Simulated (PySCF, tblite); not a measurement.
# C₅H₁₃NSi₃: geometry, infrared bands and NMR shifts

Aim: predict the infrared bands and NMR shifts of C₅H₁₃NSi₃ (`CC1=CC=C[Si@H]1N([SiH3])[SiH3]`).

Programs: tblite 0.8.0 and PySCF 2.14.0, with density-fitted response routines of our own. Each step states its level of theory. These are calculated values for one molecule in the gas phase, unless marked as measured. Atoms are numbered from 0 throughout.

## (1) Starting geometry

22 atoms, charge 0, multiplicity 1; geometry from: force field or distance geometry start.

Bonds of the start (Å): C0–C1 1.49, C1–C2 1.34, C2–C3 1.46, C3–C4 1.34, C4–Si5 1.88, Si5–N6 1.69, N6–Si7 1.69, N6–Si8 1.69, Si5–C1 1.90, C0–H9 1.09, C0–H10 1.09, C0–H11 1.11, C2–H12 1.10, C3–H13 1.07, C4–H14 1.09, Si5–H15 1.47, Si7–H16 1.48, Si7–H17 1.48, Si7–H18 1.48, Si8–H19 1.48, Si8–H20 1.48, Si8–H21 1.49.

## (2) Relaxing the molecule with GFN2-xTB

The job: settings as JSON, then the geometry in Å.

```
{"job": {"kind": "relax", "xc": "GFN2-xTB", "basis": "xTB"}, "charge": 0, "multiplicity": 1}
C     -2.083000    -1.324700     0.993700
C     -1.643100    -0.018200     0.424600
C     -2.253200     1.163800     0.552500
C     -1.633600     2.280000    -0.154600
C     -0.517200     1.955200    -0.816100
Si    -0.081700     0.132200    -0.649400
N      1.349900    -0.138100     0.200300
Si     1.676200    -1.796800     0.288600
Si     2.670900     0.582300    -0.569900
H     -1.452200    -1.638100     1.825600
H     -2.100200    -2.107000     0.228100
H     -3.115200    -1.249300     1.389700
H     -3.186000     1.319600     1.113600
H     -2.054300     3.266900    -0.116500
H      0.080600     2.642600    -1.409200
H     -0.194900    -0.586800    -1.923500
H      0.578400    -2.510100     0.985400
H      2.901700    -2.045000     1.071200
H      1.828800    -2.386500    -1.062800
H      2.810600     0.101000    -1.960100
H      3.912500     0.317300     0.181100
H      2.494500     2.059000    -0.593000
```

Command:

```sh
$ OMP_NUM_THREADS=1 python probes_run.py task.json out
```

This one command runs all jobs of the session in turn.

**Question.** This job is followed by: GFN2-xTB harmonic vibrations, gas phase; GIAO PBE0/pcSseg-1 NMR shielding, non-relativistic, gas phase. Predict these results of the whole session: strongest single infrared mode (GFN2-xTB); zero-point energy (GFN2-xTB); 13C shifts against TMS (PBE0/pcSseg-1); 1H shifts against TMS (PBE0/pcSseg-1, means over atoms taken as alike); 29Si shifts against TMS (PBE0/pcSseg-1, means over atoms taken as alike); 15N shifts against NH3 (PBE0/pcSseg-1).

As calculated:

| quantity | value |
| --- | --- |
| strongest single infrared mode (GFN2-xTB) | 796 cm⁻¹, 588 km/mol |
| zero-point energy (GFN2-xTB) | 96.4 kcal/mol |
| 13C shifts against TMS (PBE0/pcSseg-1) | 157.1, 151.9, 147.6, 130.6, 22.1 ppm |
| 1H shifts against TMS (PBE0/pcSseg-1, means over atoms taken as alike) | 7.14, 6.73, 5.85, 5.23, 4.86, 2.19 ppm |
| 29Si shifts against TMS (PBE0/pcSseg-1, means over atoms taken as alike) | -15.1, -46.4 ppm |
| 15N shifts against NH3 (PBE0/pcSseg-1) | -0.2 ppm |

In words: The optimisation took 186 steps and gained 0.694 eV; among the close pairs (by a distance rule), Si5–N6 changed most, from 1.687 to 1.747 Å. The lowest mode is slightly imaginary (11i cm⁻¹), a soft motion within the noise of the Hessian, so the minimum is not strictly shown. The strongest single mode, at 796 cm⁻¹, is spread over several atoms, H18, H16, H20, H19 among them. GFN2-xTB is a fitted tight-binding method: band positions and strengths are rough. Its intensities can rank the bands wrongly.
